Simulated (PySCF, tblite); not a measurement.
# C₅H₁₃NO₃Si: geometry, infrared bands and NMR shifts

What infrared bands and NMR shifts should C₅H₁₃NO₃Si (`CN[Si@@H]1OCC[C@H](OC)O1`) show?

Programs: tblite 0.8.0 and PySCF 2.14.0, with density-fitted response routines of our own. Each step states its level of theory. These are calculated values for one molecule in the gas phase, unless marked as measured. Atoms count from 0, in the outputs and in this text.

## Step 1: The starting structure

23 atoms, charge 0, multiplicity 1; geometry from: force field or distance geometry start.

Bonds of the start (Å): C0–N1 1.46, N1–Si2 1.79, Si2–O3 1.71, O3–C4 1.41, C4–C5 1.51, C5–C6 1.53, C6–O7 1.39, O7–C8 1.40, C6–O9 1.39, O9–Si2 1.74, C0–H10 1.11, C0–H11 1.10, C0–H12 1.14, N1–H13 1.05, Si2–H14 1.44, C4–H15 1.11, C4–H16 1.11, C5–H17 1.11, C5–H18 1.11, C6–H19 1.10, C8–H20 1.12, C8–H21 1.10, C8–H22 1.13.

## Step 2: Optimising the geometry with GFN2-xTB

Job settings and geometry (Å):

```
{"job": {"kind": "relax", "xc": "GFN2-xTB", "basis": "xTB"}, "charge": 0, "multiplicity": 1}
C      3.378900     0.633000    -0.301700
N      2.429000    -0.249300    -0.976700
Si     1.116900    -0.505600     0.213600
O     -0.037700    -1.645600    -0.331000
C     -0.989400    -1.769900     0.699600
C     -1.381500    -0.426500     1.262800
C     -1.068900     0.735400     0.318900
O     -1.370100     0.279700    -0.957300
C     -2.356000     1.135800    -1.460200
O      0.293700     1.023300     0.347000
H      2.877400     1.620200    -0.220000
H      4.358200     0.685600    -0.789700
H      3.476800     0.193300     0.740300
H      2.892400    -1.174100    -1.173800
H      1.641400    -0.871400     1.508700
H     -1.870300    -2.375800     0.418900
H     -0.495900    -2.321800     1.520900
H     -0.926800    -0.302700     2.268400
H     -2.478900    -0.429800     1.406800
H     -1.675900     1.623500     0.567400
H     -3.268400     1.128500    -0.813800
H     -2.655700     0.869900    -2.489000
H     -1.893800     2.171400    -1.477200
```

Command:

```bash
OMP_NUM_THREADS=1 python probes_run.py task.json out
```

The driver reads the jobs from task.json and runs them one after another.

Log:

```text
step      E/eV     max force
  0    -931.87547    2.968
  1    -932.32310    1.400
  2    -932.55632    0.830
  3    -932.64307    0.959
  4    -932.79173    0.767
  5    -932.84992    0.580
  6    -932.89677    0.768
  7    -932.93486    0.605
  8    -932.97135    0.470
  9    -933.00875    0.390
 10    -933.04697    0.501
 11    -933.07911    0.482
 12    -933.10614    0.368
 13    -933.12679    0.319
 14    -933.14317    0.314
 15    -933.15997    0.343
 16    -933.17489    0.286
 17    -933.18863    0.279
 18    -933.20442    0.359
 19    -933.22263    0.436
 20    -933.24459    0.399
 21    -933.27110    0.496
 22    -933.29912    0.498
 23    -933.32759    0.463
 24    -933.35921    0.480
 25    -933.38275    0.312
 26    -933.39848    0.332
 27    -933.40649    0.424
 28    -933.42057    0.374
 29    -933.43203    0.242
 30    -933.44844    0.179
 31    -933.45854    0.183
 32    -933.47043    0.211
 33    -933.48044    0.219
 34    -933.49118    0.196
 35    -933.50009    0.208
 36    -933.50709    0.196
 37    -933.51335    0.185
 38    -933.51899    0.209
 39    -933.52381    0.162
 40    -933.52759    0.102
 41    -933.52940    0.091
 42    -933.53222    0.116
 43    -933.53463    0.122
 44    -933.53704    0.103
 45    -933.53883    0.092
 46    -933.54028    0.077
 47    -933.54175    0.072
 48    -933.54341    0.075
 49    -933.54504    0.097
 50    -933.54665    0.094
 51    -933.54848    0.106
 52    -933.55087    0.122
 53    -933.55416    0.114
 54    -933.55825    0.139
 55    -933.56249    0.131
 56    -933.56682    0.131
 57    -933.57127    0.152
 58    -933.57541    0.124
 59    -933.57936    0.175
 60    -933.58414    0.149
 61    -933.58893    0.120
 62    -933.59232    0.093
 63    -933.59496    0.103
 64    -933.59670    0.151
 65    -933.59823    0.093
 66    -933.59995    0.089
 67    -933.60248    0.103
 68    -933.60410    0.097
 69    -933.60659    0.091
 70    -933.60874    0.095
 71    -933.61108    0.095
 72    -933.61333    0.098
 73    -933.61553    0.095
 74    -933.61765    0.082
 75    -933.61975    0.086
 76    -933.62191    0.087
 77    -933.62405    0.108
 78    -933.62573    0.158
 79    -933.62745    0.138
 80    -933.62960    0.102
 81    -933.63290    0.087
 82    -933.63426    0.094
 83    -933.63612    0.093
 84    -933.63744    0.087
 85    -933.63937    0.084
 86    -933.64128    0.087
 87    -933.64327    0.091
 88    -933.64508    0.093
 89    -933.64687    0.092
 90    -933.64852    0.075
 91    -933.64988    0.081
 92    -933.65080    0.065
 93    -933.65143    0.071
 94    -933.65197    0.066
 95    -933.65264    0.066
 96    -933.65354    0.075
 97    -933.65479    0.069
 98    -933.65580    0.086
 99    -933.65717    0.101
100    -933.65865    0.099
101    -933.66019    0.084
102    -933.66145    0.081
103    -933.66239    0.072
104    -933.66289    0.081
105    -933.66346    0.049
106    -933.66392    0.043
107    -933.66442    0.038
108    -933.66474    0.033
109    -933.66505    0.036
110    -933.66527    0.029
111    -933.66548    0.029
112    -933.66569    0.034
113    -933.66591    0.033
114    -933.66613    0.031
115    -933.66634    0.034
116    -933.66657    0.037
117    -933.66682    0.034
118    -933.66707    0.026
119    -933.66729    0.027
120    -933.66752    0.033
121    -933.66778    0.043
122    -933.66815    0.053
123    -933.66868    0.063
124    -933.66944    0.068
125    -933.67040    0.080
126    -933.67148    0.088
127    -933.67250    0.073
128    -933.67329    0.057
129    -933.67384    0.044
130    -933.67426    0.041
131    -933.67462    0.043
132    -933.67492    0.048
133    -933.67526    0.034
134    -933.67554    0.025
135    -933.67568    0.025
136    -933.67583    0.026
137    -933.67596    0.023
138    -933.67610    0.020
139    -933.67621    0.020
140    -933.67633    0.021
141    -933.67646    0.025
142    -933.67661    0.030
143    -933.67676    0.032
144    -933.67693    0.030
145    -933.67713    0.029
146    -933.67740    0.030
147    -933.67768    0.027
148    -933.67791    0.031
149    -933.67806    0.031
150    -933.67821    0.026
151    -933.67839    0.024
152    -933.67860    0.031
153    -933.67881    0.036
154    -933.67901    0.032
155    -933.67921    0.028
156    -933.67943    0.031
157    -933.67964    0.036
158    -933.67981    0.030
159    -933.67995    0.023
160    -933.68009    0.027
161    -933.68028    0.027
162    -933.68047    0.029
163    -933.68065    0.029
164    -933.68082    0.027
165    -933.68096    0.027
166    -933.68110    0.029
167    -933.68122    0.021
168    -933.68132    0.020
169    -933.68139    0.016
170    -933.68145    0.016
171    -933.68150    0.014
172    -933.68154    0.010
173    -933.68157    0.009
```

Wall time 5.8 s (1 thread of Intel Xeon at 2.50GHz, shared host); peak memory 0.18 GiB.

Step by step: (not every step is listed)

| step | energy from step 0 (eV) | largest force (eV/Å) |
| --- | --- | --- |
| 0 | 0.0000 | 2.9682 |
| 1 | -0.4476 | 1.4003 |
| 2 | -0.6809 | 0.8295 |
| 3 | -0.7676 | 0.9588 |
| 4 | -0.9163 | 0.7674 |
| 5 | -0.9745 | 0.5803 |
| 6 | -1.0213 | 0.7681 |
| 7 | -1.0594 | 0.6047 |
| 8 | -1.0959 | 0.4700 |
| 24 | -1.4837 | 0.4802 |
| 40 | -1.6521 | 0.1019 |
| 56 | -1.6914 | 0.1309 |
| 72 | -1.7379 | 0.0980 |
| 88 | -1.7696 | 0.0930 |
| 104 | -1.7874 | 0.0813 |
| 120 | -1.7921 | 0.0334 |
| 136 | -1.8004 | 0.0256 |
| 152 | -1.8031 | 0.0310 |
| 168 | -1.8059 | 0.0202 |
| 169 | -1.8059 | 0.0158 |
| 170 | -1.8060 | 0.0158 |
| 171 | -1.8060 | 0.0142 |
| 172 | -1.8061 | 0.0105 |
| 173 | -1.8061 | 0.0091 |

Close pairs (by a distance rule), those that changed most:

| bond | before (Å) | after (Å) | change (Å) |
| --- | --- | --- | --- |
| Si2–O9 | 1.742 | 1.639 | -0.103 |
| Si2–O3 | 1.712 | 1.624 | -0.087 |
| N1–Si2 | 1.790 | 1.715 | -0.075 |
| N1–H13 | 1.053 | 1.009 | -0.044 |
| C8–H22 | 1.134 | 1.093 | -0.041 |
| C0–H12 | 1.135 | 1.095 | -0.040 |
| C0–H10 | 1.110 | 1.087 | -0.023 |
| C8–H20 | 1.118 | 1.096 | -0.022 |

The end geometry stands in the next job.

## Step 3: Harmonic vibrations with GFN2-xTB

Job settings and geometry (Å):

```
{"job": {"kind": "ir", "xc": "GFN2-xTB", "basis": "xTB"}, "charge": 0, "multiplicity": 1}
C      2.991505     0.851713    -0.831031
N      2.086115    -0.257269    -0.642011
Si     1.096844    -0.365055     0.754479
O      0.400505    -1.832013     0.718298
C     -0.986743    -1.999953     0.800707
C     -1.711512    -0.800920     1.399424
C     -1.386872     0.463772     0.605707
O     -1.756067     0.234920    -0.718867
C     -1.519424     1.329846    -1.577730
O     -0.045752     0.809319     0.731378
H      2.492733     1.760878    -0.505168
H      3.254175     0.946530    -1.886042
H      3.913025     0.742265    -0.249419
H      2.487802    -1.124914    -0.965224
H      1.742167    -0.176917     2.054566
H     -1.373739    -2.178290    -0.208324
H     -1.167385    -2.889855     1.415280
H     -1.384226    -0.642819     2.427111
H     -2.785293    -0.978694     1.373558
H     -1.953214     1.328324     1.007283
H     -2.076697     2.212406    -1.242043
H     -1.868431     1.023105    -2.561053
H     -0.454267     1.570608    -1.617863
```

Log:

```text
mode    cm-1     km/mol
  1      31.7      1.96
  2      57.9      1.08
  3      73.2      3.32
  4     106.0      4.42
  5     150.7      1.75
  6     168.7      0.52
  7     179.6      4.18
  8     192.8      5.75
  9     252.5     12.41
 10     279.2      6.38
 11     310.2      5.76
 12     366.3     36.91
 13     386.9     14.12
 14     462.0     13.88
 15     542.0     11.44
 16     555.4     93.48
 17     662.1     27.20
 18     691.4     31.73
 19     715.7     38.91
 20     757.4    144.96
 21     815.3    210.28
 22     855.5    137.31
 23     905.8     85.77
 24     931.0     43.93
 25     951.7     39.63
 26    1009.6     94.53
 27    1063.2     29.15
 28    1066.6     45.66
 29    1089.0     69.85
 30    1115.7      6.33
 31    1131.3     13.27
 32    1138.1     50.81
 33    1151.0    396.96
 34    1160.5     40.03
 35    1167.4     52.81
 36    1199.3     15.60
 37    1229.8     44.76
 38    1304.3     45.29
 39    1326.0      1.34
 40    1339.1     18.49
 41    1342.5     16.81
 42    1358.1     91.21
 43    1393.6      1.65
 44    1417.2      1.77
 45    1443.1      2.38
 46    1458.9      3.60
 47    1471.1      1.50
 48    1481.2      4.02
 49    1490.8      4.35
 50    1503.8      1.73
 51    2261.0    281.71
 52    2775.6    113.59
 53    2908.1     57.67
 54    2912.3     99.69
 55    2913.3     32.94
 56    2933.8     31.46
 57    2962.0     24.83
 58    2976.9     49.08
 59    2999.0     34.97
 60    3011.5     29.82
 61    3029.3     18.65
 62    3037.4     24.92
 63    3446.4      4.97
```

Run time: 4 s. Hardware: 1 thread of Intel Xeon at 2.50GHz, shared host; peak memory 0.18 GiB.

The strongest bands and the atoms that carry them (share of the mass-weighted mode):

| cm⁻¹ | km/mol | atoms |
| --- | --- | --- |
| 757 | 145.0 | H14 86 % |
| 815 | 210.3 | Si2 43 %, O3 23 % |
| 856 | 137.3 | Si2 36 %, N1 19 % |
| 1010 | 94.5 | H18 26 %, O9 22 %, O3 14 %, C6 14 % |
| 1151 | 397.0 | C4 23 %, O3 21 % |
| 2261 | 281.7 | H14 97 % |
| 2776 | 113.6 | H19 94 % |
| 2912 | 99.7 | H12 75 %, H20 15 % |

## Step 4: NMR shieldings: PBE0/pcSseg-1

Settings changed since step 3:

```diff
@@ -1,2 +1,2 @@
-{"job": {"kind": "ir", "xc": "GFN2-xTB", "basis": "xTB"}, "charge": 0, "multiplicity": 1}
+{"job": {"kind": "nmr", "xc": "PBE0", "basis": "pcSseg-1"}, "charge": 0, "multiplicity": 1}
 C      2.991505     0.851713    -0.831031
```

Level: GIAO PBE0/pcSseg-1 NMR shielding, non-relativistic, gas phase.

Log:

```text
coarse grid: 19440 points
cycle   1  E = -767.3550006683  dE =  1.590e+00  |g| = 1.037e+00  |ddm| = 4.242e+00
cycle   2  E = -767.1726904293  dE =  1.823e-01  |g| = 1.453e+00  |ddm| = 1.895e+00
cycle   3  E = -767.5454654877  dE = -3.728e-01  |g| = 9.662e-02  |ddm| = 1.229e+00
cycle   4  E = -767.5468709593  dE = -1.405e-03  |g| = 4.625e-02  |ddm| = 9.568e-02
cycle   5  E = -767.5473010875  dE = -4.301e-04  |g| = 1.215e-02  |ddm| = 4.189e-02
cycle   6  E = -767.5473242847  dE = -2.320e-05  |g| = 4.505e-03  |ddm| = 1.136e-02
cycle   7  E = -767.5473282031  dE = -3.918e-06  |g| = 4.119e-04  |ddm| = 3.250e-03
final grid: 182424 points
cycle   8  E = -767.6356314331  dE = -3.988e-05  |g| = 1.560e-02  |ddm| = 3.034e-02
cycle   9  E = -767.6355894220  dE =  4.201e-05  |g| = 2.193e-02  |ddm| = 2.343e-02
cycle  10  E = -767.6356762751  dE = -8.685e-05  |g| = 1.414e-03  |ddm| = 1.431e-02
cycle  11  E = -767.6356767041  dE = -4.289e-07  |g| = 1.922e-04  |ddm| = 1.251e-03
cycle  12  E = -767.6356767098  dE = -5.703e-09  |g| = 9.885e-05  |ddm| = 1.912e-04
cycle  13  E = -767.6356767114  dE = -1.622e-09  |g| = 2.921e-05  |ddm| = 9.320e-05
cycle  14  E = -767.6356767116  dE = -1.496e-10  |g| = 5.753e-06  |ddm| = 2.558e-05
converged SCF energy = -767.6356767116

GIAO shielding tensors (ppm)
atom      isotropic    diamagn.    paramagn.     s11        s22        s33       span
  0 C      159.273     241.424     -82.151    135.375    155.142    187.303     51.928
  1 N      227.793     323.826     -96.032    204.047    214.205    265.128     61.081
  2 Si     397.406     883.904    -486.499    379.504    383.400    429.314     49.810
  3 O      297.991     399.205    -101.214    252.716    305.740    335.518     82.802
  4 C      125.952     240.553    -114.601    101.060    105.922    170.874     69.814
  5 C      146.447     254.499    -108.051    135.396    150.307    153.640     18.244
  6 C       87.860     241.082    -153.222     66.385     87.871    109.324     42.939
  7 O      257.633     400.671    -143.039    185.033    263.652    324.213    139.180
  8 C      130.274     245.794    -115.521     97.490    111.675    181.656     84.166
  9 O      235.103     401.934    -166.831    172.970    244.704    287.636    114.666
 10 H       29.109      29.697      -0.588     24.208     28.731     34.387     10.178
 11 H       28.954      27.533       1.421     23.955     26.734     36.173     12.218
 12 H       28.971      26.401       2.570     23.183     26.822     36.909     13.727
 13 H       31.217      33.599      -2.383     22.448     30.507     40.695     18.247
 14 H       26.888      31.420      -4.532     23.211     24.537     32.916      9.705
 15 H       26.843      30.362      -3.518     23.534     25.479     31.516      7.982
 16 H       27.610      27.639      -0.029     22.141     26.603     34.085     11.945
 17 H       29.729      31.473      -1.745     27.040     27.245     34.901      7.861
 18 H       30.068      30.455      -0.387     26.127     27.855     36.222     10.095
 19 H       26.481      30.909      -4.428     23.130     24.915     31.399      8.269
 20 H       28.527      29.232      -0.705     24.502     25.870     35.209     10.708
 21 H       27.887      29.581      -1.694     24.053     25.387     34.222     10.169
 22 H       27.449      32.284      -4.836     22.157     28.077     32.111      9.954
```

It took 3.1 min on 1 thread of Intel Xeon at 2.50GHz, shared host; peak memory 1.1 GiB.

Shifts follow as δ = σ(reference) − σ, with reference shieldings (ppm) from runs at the same level and on the same kind of geometry: 1H TMS 31.72, 13C TMS 186.9, 29Si TMS 349.2, 15N NH3 267.7, 17O H2O 336.1. The references are single molecules in the gas phase, so shifts against H2O, NH3, PH3, H3PO4 or CFCl3 are not on the usual liquid scales and can be off by tens of ppm. Atoms listed in one row are averaged.

| atoms | environment | σ (ppm) | δ (ppm) | δ scaled to CDCl3 |
| --- | --- | --- | --- | --- |
| C6 | sp3 carbon bearing two oxygens | 87.9 | 99.1 | 94.8 |
| C4 | sp3 CH2 bonded to O | 126.0 | 61.0 | 57.6 |
| C8 | methyl carbon bonded to O | 130.3 | 56.7 | 53.4 |
| C5 | sp3 CH2 in a ring | 146.4 | 40.5 | 37.6 |
| C0 | methyl carbon bonded to N | 159.3 | 27.7 | 25.1 |
| H19 | hydrogen on an sp3 carbon bearing two oxygens | 26.48 | 5.24 | 5.04 |
| H15 | hydrogen on an sp3 CH2 bonded to O | 26.84 | 4.87 | 4.70 |
| H14 | hydrogen on a silicon bonded to N, 2 O, in a 6-membered ring | 26.89 | 4.83 | – |
| H16 | hydrogen on an sp3 CH2 bonded to O | 27.61 | 4.11 | 3.98 |
| H20, H21, H22 | hydrogen on a methyl carbon bonded to O | 27.95 | 3.76 | 3.65 |
| H10, H11, H12 | hydrogen on a methyl carbon bonded to N | 29.01 | 2.71 | 2.66 |
| H17 | hydrogen on an sp3 CH2 in a ring | 29.73 | 1.99 | 1.98 |
| H18 | hydrogen on an sp3 CH2 in a ring | 30.07 | 1.65 | 1.66 |
| H13 | hydrogen on a nitrogen bonded to C, Si | 31.22 | 0.50 | – |
| N1 | nitrogen bonded to C, Si, H | 227.8 | 39.9 | – |
| Si2 | silicon bonded to N, 2 O, H, in a 6-membered ring | 397.4 | -48.2 | – |
| O9 | oxygen bonded to C, Si, in a 6-membered ring | 235.1 | 101.0 | – |
| O7 | ether oxygen | 257.6 | 78.4 | – |
| O3 | oxygen bonded to C, Si, in a 6-membered ring | 298.0 | 38.1 | – |

The scaled column applies a straight-line fit of computed shieldings to shifts measured in CDCl3 (root-mean-square error 0.16 ppm for H, 1.9 ppm for C).

The run also stored atomic charges by several schemes (e):

| atoms | Mulliken | IAO | Hirshfeld | ESP fit |
| --- | --- | --- | --- | --- |
| C0 | -0.11 | -0.30 | -0.07 | -0.21 |
| N1 | -0.68 | -0.70 | -0.25 | -0.62 |
| Si2 | 1.15 | 1.40 | 0.47 | 0.95 |
| O3 | -0.64 | -0.65 | -0.23 | -0.58 |
| C4 | 0.12 | -0.05 | 0.00 | 0.33 |
| C5 | -0.27 | -0.30 | -0.09 | -0.51 |
| C6 | 0.31 | 0.27 | 0.11 | 0.29 |
| O7 | -0.51 | -0.40 | -0.13 | -0.21 |
| C8 | -0.02 | -0.21 | -0.04 | -0.35 |
| O9 | -0.64 | -0.66 | -0.23 | -0.49 |

Mayer bond orders: C0–N1 0.97, N1–Si2 1.02, Si2–O3 0.99, O3–C4 0.88, C4–C5 1.04, C5–C6 1.03, C6–O7 0.95, O7–C8 0.91, C6–O9 0.91, O9–Si2 0.92.

Ring of atoms Si2, O3, C4, C5, C6, O9: NICS(0) -1.9, NICS(1) -1.5, NICS(1)zz 2.2 ppm (means of both faces).

The fields below are evaluated on a grid from the run's orbitals.

Frontier orbitals at PBE0/pcSseg-1, with the share of their density that lies nearest to each atom:

| orbital | energy (eV) | lies on |
| --- | --- | --- |
| HOMO | -6.84 | N1 62 %; H12 9 %; H13, H14 about 7 % each |
| LUMO | 1.31 | H10, H11, H13 about 14 % each; H12 11 %; H14 9 % |

ELF in a plane through or near 6 of the atoms.

Ten even steps from ' ' (0.00) to '@' (1.00):
```
                                                        
                                                        
                                                        
                              ..                        
                      ..::..--**==..                    
                    --@@@@@@====++..                    
                    ..@@@@@@**--**++++::                
        ##@@%%--        ==::::##--##%%++                
      ++@@@@@@##....--      ..######**..                
      --%%@@@@##==##%%**      ..::..    ::++..          
        ..==**++%%--%%%%::..      ..::==%%@@++          
        ..--::::**--**##::==++::==####--++##--          
        ....    ++##**----%%####==--++::                
                ..::..  ==##==##++**@@##::              
                        ::##%%##..##@@@@##              
                          ::==..  ::%%%%--              
                                                        
                                                        
                                                        
                                                        
```
The map spans 13.0 Å across and 11.4 Å up, centred on the molecule. Atoms in the plane (x, y in Å): N1 (-2.1, -0.6), O3 (0.3, -1.9), C4 (1.6, -1.5), O7 (1.3, 1.3), C8 (0.6, 2.5), H11 (-3.8, 0.6).

On the surface of density 0.002 e/bohr³ the electrostatic potential runs, from the 1st to the 99th percentile, from -1.31 V near N1 to 1.12 V near H13.

## Step 5: Results

```
                                                              quantity                                                     value
                             strongest single infrared mode (GFN2-xTB)                                     1151 cm⁻¹, 397 km/mol
                                          zero-point energy (GFN2-xTB)                                            116.4 kcal/mol
                                13C shifts against TMS (PBE0/pcSseg-1)                          99.1, 61.0, 56.7, 40.5, 27.7 ppm
1H shifts against TMS (PBE0/pcSseg-1, means over atoms taken as alike)  5.24, 4.87, 4.83, 4.11, 3.76, 2.71, 1.99, 1.65, 0.50 ppm
                                15N shifts against NH3 (PBE0/pcSseg-1)                                                  39.9 ppm
                               29Si shifts against TMS (PBE0/pcSseg-1)                                                 -48.2 ppm
                                17O shifts against H2O (PBE0/pcSseg-1)                                     101.0, 78.4, 38.1 ppm
                                 surface potential, 1st and 99th percentile                                        -1.31 V and 1.12 V
```

**Reading.** The optimisation took 173 steps and gained 1.806 eV; among the close pairs (by a distance rule), Si2–O9 changed most, from 1.742 to 1.639 Å. All 63 modes are real, so the xTB geometry is a minimum. The strongest single mode, at 1151 cm⁻¹, is spread over many atoms; the largest shares are those of C4, O3. Unscaled tight-binding wavenumbers are off by several per cent, some by more. Its intensities can rank the bands wrongly. The most deshielded hydrogen is H19 (hydrogen on an sp3 carbon bearing two oxygens), at 5.24 ppm: its carbon carries O, which withdraws density. At PBE0/pcSseg-1: The largest span, 139 ppm, is at O7, where the paramagnetic term is -143 ppm.
